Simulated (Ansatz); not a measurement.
The same calculation of B2O, space group P-3m1 as a Python script and as an input file (Ansatz 0.2.0, Python API).

`run_report.py`:
```python
"""Bonding analysis of B2O."""

from pathlib import Path

import ansatz
import numpy as np
from pymatgen.core import Structure
from scipy.ndimage import map_coordinates

system = (
    ansatz.Lattice.from_parameters(2.879, 2.879, 7.052, alpha=90.0, beta=90.0, gamma=120.0)
    .atom("B", (0.0, 0.0, 0.38))
    .atom("B", (0.0, 0.0, 0.62))
    .atom("B", (2 / 3, 1 / 3, 0.023))
    .atom("B", (1 / 3, 2 / 3, 0.977))
    .atom("O", (2 / 3, 1 / 3, 0.306))
    .atom("O", (1 / 3, 2 / 3, 0.694))
)

job = (
    system.calculation()
    .functional(ansatz.Functional.PBE)
    .kpoints(10, 10, 4)
    .occupations("fermi_dirac")
    .scf(tolerance=1e-07)
    .density()
    .electron_localization_function()
    .output_files(volumetric_format="npy")
    .band_table()
    .cutoff_correction(756)
)
outcome = job.run(threads=1)
r = outcome.report

n_atoms = len(r["lattice"]["sites"])
print("F =", round(r["free_energy_ev"], 4), "eV for", n_atoms, "atoms")
print("E(sigma -> 0) =", round(r["energy_sigma0_ev"], 4), "eV, TS =", round(r["entropy_ts_ev"], 5), "eV")
print("closed by", r["closed_by"], "after", r["n_iterations"], "iterations")

final = Structure(outcome.lattice.cell_ang, [s.symbol for s in outcome.lattice.sites], [s.position_frac for s in outcome.lattice.sites])
distances = np.array([n.nn_distance for shell in final.get_all_neighbors(6.0) for n in shell])
values, counts = np.unique(distances.round(2), return_counts=True)
print("distance (A)  neighbours per atom")
for value, count in list(zip(values, counts))[:14]:
    print(f"{value:10.2f} {count / len(final):10.2f}")

# smooth valence density along the shortest bond of atom 0
rho = outcome.density()
total = sum(channel.density_e_per_ang3 for channel in rho.channels[:2])
grid_cell = np.asarray(rho.fft_grid_basis) @ outcome.lattice.cell_ang
partner = min(final.get_neighbors(final[0], 5.0), key=lambda n: n.nn_distance)
line = np.linspace(final[0].coords, partner.coords, 11)
points = (line @ np.linalg.inv(grid_cell)) * rho.dims
values = map_coordinates(total, points.T, order=3, mode="grid-wrap")
print(f"from {final[0].specie} to {partner.specie}, {partner.nn_distance:.3f} A")
for t, value in zip(np.linspace(0, partner.nn_distance, 11), values):
    print(f"{t:7.3f} A  {value:9.4f} e/A^3")

# ELF is 0.5 in a uniform gas and nears 1 where pairs localise
folder = Path(outcome.write_results("elf"))
elf = np.load(folder / "elf.npy")
peak = np.unravel_index(elf.argmax(), elf.shape)
print(f"largest ELF {elf.max():.3f} at grid fractions", np.round(np.array(peak) / elf.shape, 3))
for level in (0.2, 0.5, 0.7, 0.8, 0.9):
    print(f"share of the cell with ELF over {level}: {np.mean(elf > level):.3f}")

table = np.array(r["eigenvalues_ev"]) - r["fermi_energy_ev"]
filling = np.array(r["occupations"])
weights = np.tile(r["kweights"], len(table) // len(r["kweights"]))
print("band   lowest  highest (eV from E_F)  electrons")
for band in range(table.shape[1]):
    if table[:, band].max() > -12:
        print(f"{band + 1:4d} {table[:, band].min():8.3f} {table[:, band].max():8.3f} {weights @ filling[:, band]:18.4f}")
print("electrons counted from the table:", round(float(weights @ filling.sum(axis=1)), 5))

# estimate of what a larger basis would gain, without a second SCF
estimate = r.get("cutoff_correction")
if estimate:
    print("towards {} eV the energy would change by {:.2f} meV/atom".format(estimate["reference_ecutwfc_ev"], 1000 * estimate["energy_ev"] / len(outcome.lattice.sites)))
```

```console
$ python run_report.py
DeckWarning: basis.ecutwfc = 420 eV, auto-derived from the records' recommended cutoffs: set by B (normal level)
F = -1754.4243 eV for 6 atoms
E(sigma -> 0) = -1754.4004 eV, TS = 0.04778 eV
closed by deck_thresholds after 6 iterations
distance (A)  neighbours per atom
      1.69       1.33
      1.74       2.00
      2.00       0.67
      2.77       2.00
      2.85       2.00
      2.88       6.00
      3.02       2.00
      3.20       1.00
      3.29       2.00
      3.34       3.00
      3.37       2.00
      3.50       4.00
      3.99       2.00
      4.05       2.00
from B to B, 1.692 A
  0.000 A     0.2209 e/A^3
  0.169 A     0.5097 e/A^3
  0.338 A     0.9430 e/A^3
  0.508 A     1.1824 e/A^3
  0.677 A     1.1967 e/A^3
  0.846 A     1.1677 e/A^3
  1.015 A     1.1967 e/A^3
  1.185 A     1.1824 e/A^3
  1.354 A     0.9430 e/A^3
  1.523 A     0.5097 e/A^3
  1.692 A     0.2209 e/A^3
largest ELF 0.989 at grid fractions [0.  0.  0.5]
share of the cell with ELF over 0.2: 0.644
share of the cell with ELF over 0.5: 0.336
share of the cell with ELF over 0.7: 0.184
share of the cell with ELF over 0.8: 0.086
share of the cell with ELF over 0.9: 0.024
band   lowest  highest (eV from E_F)  electrons
   3  -12.450  -11.055             2.0000
   4  -11.474   -9.628             2.0000
   5  -10.247   -6.927             2.0000
   6   -9.926   -6.918             2.0000
   7   -8.971   -6.777             2.0000
   8   -8.440   -6.777             2.0000
   9   -7.334   -5.433             2.0000
  10   -6.089   -3.065             2.0000
  11   -5.036   -0.268             1.9978
  12   -4.043    0.731             1.6815
  13   -0.385    2.193             0.3207
  14    0.722    3.236             0.0000
  15    1.539    4.192             0.0000
  16    2.587    4.325             0.0000
  17    2.587    4.514             0.0000
  18    4.677    5.711             0.0000
electrons counted from the table: 24.0
towards 756.0 eV the energy would change by -3.09 meV/atom
```
(Warnings from the package without file and line.)

`input.yaml`:
```yaml
crystal:
  lattice:
    a: 2.879
    b: 2.879
    c: 7.052
    alpha: 90.0
    beta: 90.0
    gamma: 120.0
  atoms:
    - { symbol: B, position: [0.0, 0.0, 0.38] }
    - { symbol: B, position: [0.0, 0.0, 0.62] }
    - { symbol: B, position: [0.6666666666666666, 0.3333333333333333, 0.023] }
    - { symbol: B, position: [0.3333333333333333, 0.6666666666666666, 0.977] }
    - { symbol: O, position: [0.6666666666666666, 0.3333333333333333, 0.306] }
    - { symbol: O, position: [0.3333333333333333, 0.6666666666666666, 0.694] }
kpoints:
  mp_grid:
    grid: [10, 10, 4]
hamiltonian:
  xc: pbe
scf:
  convergence:
    dr2_threshold: 1.0e-07
  occupations:
    method: fermi_dirac
output:
  write_density: true
  volumetric_format: npy
  elf: true
  cutoff_correction: 756.0
  eigenvalues: true
```

Notes:
- Total energies depend on the potentials; only differences at equal settings carry meaning.
- The computed bands are complete only to about 4.7 eV above the Fermi level.
- The mesh is modest for a metal, so energies can be off by several to tens of meV an atom and pressures by half a GPa or more; differences at equal mesh fare better.
- The fields are valence quantities on the plane-wave grid; their values near the nuclei depend on the potentials.
- The structure is a deposited one; some such entries were measured under pressure or heat, so a shift against it needn't be the functional's error alone.
- Gaps and levels are Kohn-Sham values on a finite set of k-points.
- Wall time of the script: 2.6 s on 1 thread of Intel(R) Xeon(R) Platinum 8488C (Sapphire Rapids), on a shared host, peak memory 0.45 GiB.

(Lines on the test bed's own set-up are left out of the output.)
